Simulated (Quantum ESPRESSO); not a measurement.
An input for Quantum ESPRESSO 7.5 (YSc2):

File pw.in:

```
&CONTROL
  calculation = 'vc-relax'
  prefix = 'pwscf'
  outdir = './tmp'
  pseudo_dir = './pseudo'
  tprnfor = .true.
  tstress = .true.
  disk_io = 'low'
  nstep = 30
  forc_conv_thr = 0.0004
  etot_conv_thr = 1d-05
/
&SYSTEM
  ibrav = 0
  nat = 4
  ntyp = 2
  ecutwfc = 70
  nbnd = 24
  input_dft = 'pz'
  occupations = 'smearing'
  smearing = 'mp'
  degauss = 0.00734986
/
&ELECTRONS
  conv_thr = 6d-10
  electron_maxstep = 100
  mixing_beta = 0.5
/
&IONS
  ion_dynamics = 'bfgs'
/
&CELL
  cell_dynamics = 'bfgs'
  press = 0
  press_conv_thr = 0.3
/
ATOMIC_SPECIES
Y     88.9058 Y_ONCV_PBE-1.2.upf
Sc    44.9559 Sc_ONCV_PBE-1.2.upf
CELL_PARAMETERS angstrom
  -1.4960904500    2.0824701800    4.5611577500
   1.4960904500   -2.0824701800    4.5611577500
   1.4960904500    2.0824701800   -4.5611577500
ATOMIC_POSITIONS crystal
Y      0.0000000000    0.0000000000    0.0000000000
Sc     0.3409999900    0.3409999900    0.0000000000
Sc     0.6590000100    0.6590000100    0.0000000000
K_POINTS automatic
5 5 5 0 0 0
```

Potentials or basis: SG15 PBE 1.2.

Launch:

```console
$ OMP_NUM_THREADS=1 pw.x -in pw.in > pw.out
```

How does this run end?

The run stopped without a result. It printed:

pw.out:

```text
This program is part of the open-source Quantum ESPRESSO suite
     for quantum simulation of materials; please cite
         "P. Giannozzi et al., J. Phys.:Condens. Matter 21 395502 (2009);
         "P. Giannozzi et al., J. Phys.:Condens. Matter 29 465901 (2017);
         "P. Giannozzi et al., J. Chem. Phys. 152 154105 (2020);
     in publications or presentations arising from this work. More details at

 %%%%%%%%%%%%%%%%%%%%%%%%%%%%%%%%%%%%%%%%%%%%%%%%%%%%%%%%%%%%%%%%%%%%%%%%%%%%%%
     Error in routine read_cards (4):
     wrong number of columns in ATOMIC_POSITIONS
 %%%%%%%%%%%%%%%%%%%%%%%%%%%%%%%%%%%%%%%%%%%%%%%%%%%%%%%%%%%%%%%%%%%%%%%%%%%%%%

     stopping ...
```
